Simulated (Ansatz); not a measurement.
# GaP: the cost of one run

All numbers are computed with Ansatz 0.2.0, driven from Python. Level of theory: DFT r2SCAN, plane waves, PAW.

## 1. The system

Symmetry: F-43m, No. 216, cubic system. The conventional cell has a = 5.451 Å, b = 5.451 Å, c = 5.451 Å, α = 90.00°, β = 90.00°, γ = 90.00°. Around Ga (site symmetry -43m) lie 4 P at 2.36 Å. P (site symmetry -43m) has 4 Ga at 2.36 Å as nearest neighbours.

No structure file is read: the coordinates are typed or built in the script.

## 2. Script

eos_gap.py

```python
import ansatz
import numpy as np
from scipy.optimize import curve_fit

VECTORS = np.array([
    [0.0, 2.72525, 2.72525],
    [2.72525, 0.0, 2.72525],
    [2.72525, 2.72525, 0.0],
])
SITES = [
    ("Ga", (0.0, 0.0, 0.0)),
    ("P", (0.25, 0.25, 0.25)),
]


def build(cell):
    crystal = ansatz.Crystal(lattice=ansatz.Lattice.of(cell))
    for symbol, position in SITES:
        crystal = crystal.atom(symbol, position)
    return crystal

def vinet(v, e0, v0, b0, b1):
    eta = (v / v0) ** (1 / 3)
    return e0 + 2 * b0 * v0 / (b1 - 1) ** 2 * (2 - (5 + 3 * b1 * (eta - 1) - 3 * eta) * np.exp(-1.5 * (b1 - 1) * (eta - 1)))

volumes, energies, pressures = [], [], []
for scale in np.linspace(0.94, 1.06, 7):
    cell = VECTORS * scale ** (1 / 3)
    base = (
        build(cell).calculation()
        .occupations("fixed")
        .functional("r2scan")
        .basis(600)
        .kpoints(6, 6, 6)
        .stress()
    )
    report = base.run(threads=1, backend="cpu").report
    volumes.append(abs(np.linalg.det(cell)) / len(SITES))
    energies.append(report["free_energy_ev"] / len(SITES))
    pressures.append(np.trace(report["stress_gpa"]) / 3)
    print(f"V = {volumes[-1]:8.4f} A^3/atom  F = {energies[-1]:.5f} eV/atom  P = {pressures[-1]:8.3f} GPa")

guess = (min(energies), volumes[int(np.argmin(energies))], 0.5, 4.5)
(e0, v0, b0, b1), _ = curve_fit(vinet, np.array(volumes), np.array(energies), p0=guess, maxfev=20000)
print(f"Vinet fit: V0 = {v0:.4f} A^3/atom, B0 = {160.21766 * b0:.1f} GPa, B1 = {b1:.2f}")
print("largest residual", round(1000 * float(np.abs(vinet(np.array(volumes), e0, v0, b0, b1) - energies).max()), 3), "meV/atom")
```

## 3. The input behind the calls

The package turns the script's settings into the engine's input (first run):

```yaml
crystal:
  lattice:
    - [0.0, 2.669617042777084, 2.669617042777084]
    - [2.669617042777084, 0.0, 2.669617042777084]
    - [2.669617042777084, 2.669617042777084, 0.0]
  atoms:
    - { symbol: Ga, position: [0.0, 0.0, 0.0] }
    - { symbol: P, position: [0.25, 0.25, 0.25] }
basis:
  ecutwfc: 600.0
kpoints:
  mp_grid:
    grid: [6, 6, 6]
hamiltonian:
  xc: r2scan
scf:
  occupations:
    method: fixed
output:
  stress: true
```

## 4. Running it

The run is started by

```bash
> python eos_gap.py
```

**Question.** How long does this script take on 1 thread of Arm Neoverse V2, shared host, and how much memory does it need?

About 21 s, with a peak of 0.56 GiB.
